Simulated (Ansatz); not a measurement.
# BCl3 + Si4H10O: a complex and its separated parts

The complex below is one end of an elementary step. How strongly is it bound against its free parts?

Program: Ansatz 0.2.0, Gaussian basis. Level of theory: PBE0-D4/def2-TZVP structures, single points in def2-TZVPP, no counterpoise correction. These are calculated values, not measurements.

Levels: SPW92, PBE-D4, BLYP-D4, r2SCAN-D4, B97M-V, PBE0-D4, B3LYP-D4, r2SCAN0-D4, BHLYP-D4, CAM-B3LYP-D4, wB97X-V, wB97M-V, B2PLYP, PBE-QIDH, RPA on PBE, Hartree-Fock, MP2, CCSD, CCSD(T).

Correlated methods freeze the cores. B3LYP uses VWN-RPA correlation. B2PLYP carries no dispersion term here.

93 further runs of the same task are left out: 93 set aside as unsound or not needed. Runs told in other sessions of the task aren't counted.

### 1 The starting structure

The complex: 19 atoms, charge 0, spin multiplicity 1.

Atoms are counted from 1 here; the program's logs count them from 0.

Bond lengths: B1–Cl2 1.821 Å, B1–Cl3 1.815 Å, B1–Cl4 1.833 Å, B1–O6 1.569 Å, H5–O6 0.967 Å, O6–Si7 1.770 Å, Si7–Si8 2.344 Å, Si7–Si9 2.337 Å, Si7–Si10 2.346 Å, Si8–H11 1.485 Å, Si8–H12 1.490 Å, Si8–H13 1.486 Å, Si9–H14 1.493 Å, Si9–H15 1.479 Å, Si9–H16 1.482 Å, Si10–H17 1.490 Å, Si10–H18 1.482 Å, Si10–H19 1.486 Å. Angles: Cl2–B1–Cl3 114.5°, Cl2–B1–Cl4 113.2°, Cl2–B1–O6 103.6°, Cl3–B1–Cl4 112.3°, Cl3–B1–O6 106.1°, Cl4–B1–O6 106.1°, B1–O6–H5 108.7°, B1–O6–Si7 124.7°, H5–O6–Si7 118.4°, O6–Si7–Si8 102.2°, O6–Si7–Si9 109.4°, O6–Si7–Si10 108.7°, Si8–Si7–Si9 111.1°, Si8–Si7–Si10 110.7°, Si9–Si7–Si10 114.1°, Si7–Si8–H11 111.1°, Si7–Si8–H12 109.3°, Si7–Si8–H13 107.9° and more.

Geometry (Å):

```xyz
19

B     0.5848   -1.3922    2.1000
Cl    0.4372   -1.0407    3.8806
Cl    2.2257   -1.9686    1.5809
Cl   -0.7612   -2.4588    1.4592
H     0.0326    0.6236    2.0893
O     0.3854    0.0117    1.4286
Si   -0.0479    0.2646   -0.2688
Si    0.4505    2.5350   -0.5734
Si    1.2989   -1.0827   -1.6223
Si   -2.3485   -0.1195   -0.5229
H     1.9125    2.7792   -0.4771
H    -0.2475    3.3362    0.4704
H    -0.0471    2.9366   -1.9142
H     0.8602   -0.6638   -2.9863
H     1.0268   -2.5248   -1.4392
H     2.7336   -0.7490   -1.4589
H    -2.8499    0.8740   -1.5134
H    -2.6327   -1.4878   -1.0152
H    -3.0134    0.1269    0.7827
```

Its parts: BCl3 holds atoms 1, 2, 3, 4; Si4H10O holds atoms 5, 6, 7, 8, 9, 10, 11, 12, 13, 14, 15, 16, 17, 18, 19. Each part counts its atoms afresh in its own runs.

### 2 Relaxing BCl3 alone

Input file relax-a/in.yaml:

```yaml
crystal:
  periodic: [false, false, false]
  atoms:
    - {symbol: B, position_ang: [0.584830, -1.392189, 2.100029]}
    - {symbol: Cl, position_ang: [0.437232, -1.040709, 3.880627]}
    - {symbol: Cl, position_ang: [2.225704, -1.968608, 1.580914]}
    - {symbol: Cl, position_ang: [-0.761173, -2.458801, 1.459165]}
basis:
  gaussian: {orbitals: def2-TZVP}
hamiltonian: {xc: pbe0, dispersion: d4}
relax: {f_tol: 0.005, max_steps: 200}
```

On the command line:

```
> ansatz run in.yaml --threads 4 --pin off --events-out ev --progress --plain --max-ram 63488MiB --backend cpu
```

Further steps of the session: Relaxing Si4H10O alone; SPW92/def2-TZVPP; PBE-D4/def2-TZVPP; BLYP-D4/def2-TZVPP; r2SCAN-D4/def2-TZVPP; B97M-V/def2-TZVPP; PBE0-D4/def2-TZVPP; B3LYP-D4/def2-TZVPP; r2SCAN0-D4/def2-TZVPP; BHLYP-D4/def2-TZVPP; CAM-B3LYP-D4/def2-TZVPP; wB97X-V/def2-TZVPP; wB97M-V/def2-TZVPP; B2PLYP/def2-TZVPP; PBE-QIDH/def2-TZVPP; RPA on PBE/def2-TZVPP; CCSD(T)/def2-TZVPP; Vibrations of BCl3; Vibrations of Si4H10O.

What does the calculation give? Wanted: complex less parts, CCSD(T)/def2-TZVPP; with zero-point energy; largest T1 diagnostic.

As calculated:

| quantity | value |
| --- | --- |
| complex less parts, CCSD(T)/def2-TZVPP | -51.3 kJ/mol |
| with zero-point energy | -43.1 kJ/mol |
| largest T1 diagnostic | 0.014 |

At CCSD(T) the complex lies 51.3 kJ/mol below its parts. The functionals run from PBE-D4, off by +0.7 kJ/mol, to SPW92, off by -36.4 kJ/mol, against CCSD(T). Mean unsigned error by rung: LDA 36.4, GGA 3.9, meta-GGA 5.3, hybrid 5.5, range-separated hybrid 7.6, double hybrid 12.4 kJ/mol. The double hybrids carry no dispersion term here, unlike the levels marked D4 or V. PBE-D4 gives a relative energy 0.7 kJ/mol too high, inside chemical accuracy (1 kcal/mol, 4.2 kJ/mol). No counterpoise was applied, and triple zeta lacks some correlation, so the CCSD(T) reference has a basis error of its own, and close matches with it are partly luck.
